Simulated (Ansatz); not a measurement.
# CHGa2+ (triplet): from Hartree-Fock to the top rungs, cc-pVDZ

One table from this session's results is given with a row withheld; the runs are named, their logs left out.

Program: Ansatz 0.2.0, Gaussian basis. Level of theory: cc-pVDZ, core rule «outside noble gas», up to 29 orbitals frozen. These are calculated values, not measurements.

To be run: UHF; CCSD(T) on ROHF; CCSD(T) on UHF; BCCD(T) on ROHF; CISD as a restricted active space (open shells left free, so some higher excitations enter); CCSDT(Q) on ROHF; CCSDT(Q) on UHF.

33 further runs of the same task are left out: 4 for a known fault of the program, 12 that didn't finish, 17 set aside as unsound or not needed. Runs told in other sessions of the task aren't counted.

### The system

The geometry is a PBE0/def2-TZVP stationary point (not a proven minimum) of the parent state, kept for this charge and spin. No spin-orbit coupling is included. The filled d shell of Ga may be among the frozen orbitals whatever the setting's name suggests.

4 atoms, charge 1, spin multiplicity 3.

Atoms are counted from 1 here; the program's logs count them from 0.

Bond lengths: Ga1–C2 2.021 Å, C2–Ga3 2.001 Å, Ga3–H4 1.615 Å. Angles: Ga1–C2–Ga3 175.9°, C2–Ga3–H4 115.6°.

Set-up of the first run:

Input file in.yaml:

```yaml
crystal:
  periodic: [false, false, false]
  atoms:
    - {symbol: Ga, position_ang: [-0.000039, -0.311616, 2.680606]}
    - {symbol: C, position_ang: [0.000076, -0.414160, 0.662323]}
    - {symbol: Ga, position_ang: [-0.000040, -0.372809, -1.338163]}
    - {symbol: H, position_ang: [0.000002, 1.098586, -2.004765]}
basis:
  gaussian: {orbitals: cc-pVDZ}
total_charge: 1
magnetization: {spin_polarized: true, initial_magnetization: 2}
hamiltonian: {xc: hf}
output: {orbitals: {seedname: orbitals}}
```

Command:

```console
ansatz run in.yaml --threads 1 --pin off --events-out ev --progress --plain --max-ram 2393MiB
```

Among the steps run: UHF; CCSD(T) on ROHF; CCSD(T) on UHF; BCCD(T) on ROHF; CISD as a restricted active space (open shells left free, so some higher excitations enter); CCSDT(Q) on ROHF; CCSDT(Q) on UHF.

One of the session's tables, all rows but one given; the rest of the session is left out.

| method | from RCCSDT(Q) (kcal/mol) |
| --- | --- |
| ROHF | ? |
| UHF | +132.63 |
| RMP2 | +34.03 |
| UMP2 | +38.67 |
| RCCSD | +8.16 |
| UCCSD | +8.87 |
| RCCSD(T) | +1.98 |
| UCCSD(T) | +3.13 |
| BCCD(T) | +2.08 |
| RCCSDT | +0.62 |
| UCCSDT | +0.84 |
| RCCSDT(Q) | 0 |
| UCCSDT(Q) | +0.10 |

**Question.** Estimate the row for ROHF.

**Answer.** from RCCSDT(Q) (kcal/mol): +145.09. In the column «from RCCSDT(Q) (kcal/mol)» it is the highest.

Not comparable, so not listed: CISD as a restricted active space (open shells left free, so some higher excitations enter) (they don't share determinant, frozen orbitals or solution with the rows shown, or repeat one).

Caveats from the session: The determinant of HF (⟨S²⟩ 2.77) is far from a pure spin state, so its energy mixes those of several spin states; that is harmless only where they are near-degenerate. The determinant of CCSD(T) (⟨S²⟩ 2.77) is far from a pure spin state, so its energy mixes those of several spin states; high orders of coupled cluster remove much of that, low ones don't. The determinant of CCSDT(Q) (⟨S²⟩ 2.77) is far from a pure spin state, so its energy mixes those of several spin states; high orders of coupled cluster remove much of that, low ones don't. Restricted and unrestricted rows rest on different reference determinants; a gap between their highest levels can come from leftover correlation error, from unlike frozen cores or from another state.
